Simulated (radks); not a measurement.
# Rh²⁺ in [Kr] 4d7: an all-electron calculation

An exercise on one series of results from a longer session: the logs are not shown, and one member is left open.

Program: radks (a radial shooting solver on a logarithmic mesh, Libxc functionals) version 1. Level of theory: Dirac Kohn-Sham, PBE, spin-unpolarised, spherical densities, finite nucleus; open shells fill j = l - 1/2 first. These are calculated values, not measurements, unless marked.

### The system

- element: rhodium (Z = 45)
- charge: +2
- electrons: 43
- configuration: [Kr] 4d7
- nuclear rms radius: 4.4945 fm

The first run:

The run's settings:

```text
Z 45
configuration [Kr] 4d7
relativity Dirac
functional pbe,pbe
spin unpolarised
j_filling energy
nucleus finite rms 4.4945 fm
c 137.035999084
```

Started as:

```
$ python run_ks.py task.json out
```

All runs below come from this command, one after another.

One table of the session follows, with a row left open; its other results are not shown here.

It belongs to the step «Orbitals and density». From the orbitals of this run (lengths in bohr):

```
level      <r>  outermost maximum (interpolated)  90 % within  nodes
1s1/2  0.03263                            0.0212       0.0585      0
2s1/2   0.1416                             0.120        0.219      1
2p1/2        ?                                 ?            ?      ?
2p3/2   0.1252                            0.0970        0.204      0
3s1/2   0.3904                             0.352        0.576      2
3p1/2   0.3830                             0.338        0.578      1
3p3/2   0.3938                             0.348        0.593      1
3d3/2   0.3683                             0.290        0.585      0
3d5/2   0.3718                             0.293        0.590      0
4s1/2   0.9779                             0.881         1.42      3
4p1/2    1.055                             0.927         1.56      2
4p3/2    1.085                             0.952         1.60      2
4d3/2    1.436                              1.12         2.27      1
4d5/2    1.452                              1.13         2.29      1
```

Estimate the missing values for 2p1/2.

**Answer.** <r>: 0.1203; outermost maximum (interpolated): 0.0929; 90 % within: 0.197; nodes: 0. In the column «<r>» it lies between 1s1/2 (0.03263) and 2p3/2 (0.1252).

To keep in mind: Spin polarisation and multiplet splitting are left out.
